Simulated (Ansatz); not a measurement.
# ClGeH3O: the cost of one run

Program: Ansatz 0.2.0. Level of theory: RHF/def2-SVP. These are calculated values, not measurements.

## Step 1: Starting point

Bond lengths: Ge1–H2 1.550 Å, Ge1–O3 1.770 Å, O3–H4 1.010 Å, Ge1–H5 1.549 Å, Ge1–Cl6 2.218 Å. Angles: H2–Ge1–O3 109.4°, H2–Ge1–H5 109.5°, H2–Ge1–Cl6 109.5°, O3–Ge1–H5 109.5°, O3–Ge1–Cl6 109.5°, H5–Ge1–Cl6 109.5°, Ge1–O3–H4 109.5°.

Coordinates:

```xyz
6

Ge    0.0000    0.0000    0.0000
H     0.0000    0.0000    1.5500
O     1.6691    0.0000   -0.5894
H     1.9855   -0.9521   -0.7061
H    -0.7300    1.2648   -0.5162
Cl   -1.0456   -1.8115   -0.7393
```

## Step 2: Preparing the start

File input.yaml:

```yaml
crystal:
  periodic: [false, false, false]
  atoms:
    - { symbol: Ge, position_ang: [0.0, 0.0, 0.0] }
    - { symbol: H, position_ang: [0.0, 0.0, 1.55] }
    - { symbol: O, position_ang: [1.6691, 0.0, -0.5894] }
    - { symbol: H, position_ang: [1.9855, -0.9521, -0.7061] }
    - { symbol: H, position_ang: [-0.73, 1.2648, -0.5162] }
    - { symbol: Cl, position_ang: [-1.0456, -1.8115, -0.7393] }
basis:
  gaussian: { orbitals: def2-SVP }
hamiltonian:
  xc: hf
relax:
  f_tol: 0.02
  max_steps: 40
output:
  orbitals: {}
```

On the command line:

```console
ansatz run input.yaml --threads 1 --pin off --max-ram 2048MiB --backend cpu --events-out ev --progress --plain --runs-dir out
```

What time and memory should one allow on 1 thread of Arm Neoverse V2, shared host?

About 11 s, with a peak of 0.15 GiB.
